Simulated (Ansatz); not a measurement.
# Cl₂FHNV: how energies converge with the basis set

How large a basis does Cl₂FHNV need? Two functionals are run in growing sets.

The runs use Ansatz 0.2.0, Gaussian basis; one geometry, several basis sets.

Levels to be run: PBE0-D4/def2-SVP; ωB97M-V/def2-SVP; PBE0-D4/def2-QZVPP; ωB97M-V/def2-QZVPP; the functionals' def2-TZVPP values are taken from earlier runs.

## (1) The geometry

An earlier PBE0-D4 in a triple-zeta def2 set relaxation fixed the geometry.

SMILES `[NH]=[V]([F])([Cl])[Cl]`, 6 atoms, charge 0, spin multiplicity 1.

Atoms are counted from 1 here; the program's logs count them from 0.

Bond lengths: N1–V2 1.588 Å, N1–H6 1.013 Å, V2–F3 1.721 Å, V2–Cl4 2.142 Å, V2–Cl5 2.142 Å. Angles: V2–N1–H6 179.9°, N1–V2–F3 108.6°, N1–V2–Cl4 107.3°, N1–V2–Cl5 107.3°, F3–V2–Cl4 111.3°, F3–V2–Cl5 111.3°, Cl4–V2–Cl5 111.0°.

## (2) PBE0-D4 in def2-SVP

Input file in.yaml:

```yaml
crystal:
  periodic: [false, false, false]
  atoms:
    - {symbol: N, position_ang: [-0.327808, 0.271248, 1.104747]}
    - {symbol: V, position_ang: [0.186365, -0.158406, -0.335324]}
    - {symbol: F, position_ang: [1.521419, -1.226994, -0.144098]}
    - {symbol: Cl, position_ang: [-1.445252, -1.124819, -1.330551]}
    - {symbol: Cl, position_ang: [0.763839, 1.629289, -1.363573]}
    - {symbol: H, position_ang: [-0.656564, 0.545683, 2.022599]}
basis:
  gaussian: {orbitals: def2-SVP}
hamiltonian: {xc: pbe0, dispersion: d4}
output: {orbitals: {seedname: orbitals}}
```

On the command line:

```console
$ ansatz run in.yaml --threads 4 --pin off --events-out ev --progress --plain --max-ram 10444MiB
```

The runs that follow: ωB97M-V in def2-SVP; PBE0-D4 in def2-QZVPP; ωB97M-V in def2-QZVPP.

Q: Predict the results of all the runs planned. Wanted: PBE0-D4: double and triple zeta above quadruple; ωB97M-V: double and triple zeta above quadruple.

**Answer**, as computed:

| quantity | value |
| --- | --- |
| PBE0-D4: double and triple zeta above quadruple | 18.86, 1.46 eV |
| ωB97M-V: double and triple zeta above quadruple | 18.79, 1.38 eV |

What this shows: For PBE0-D4 the step from double to triple zeta gains 17.40 eV and the next only 1.46 eV. These are total energies; as a rule much of such shifts cancels in differences, which this series doesn't test.
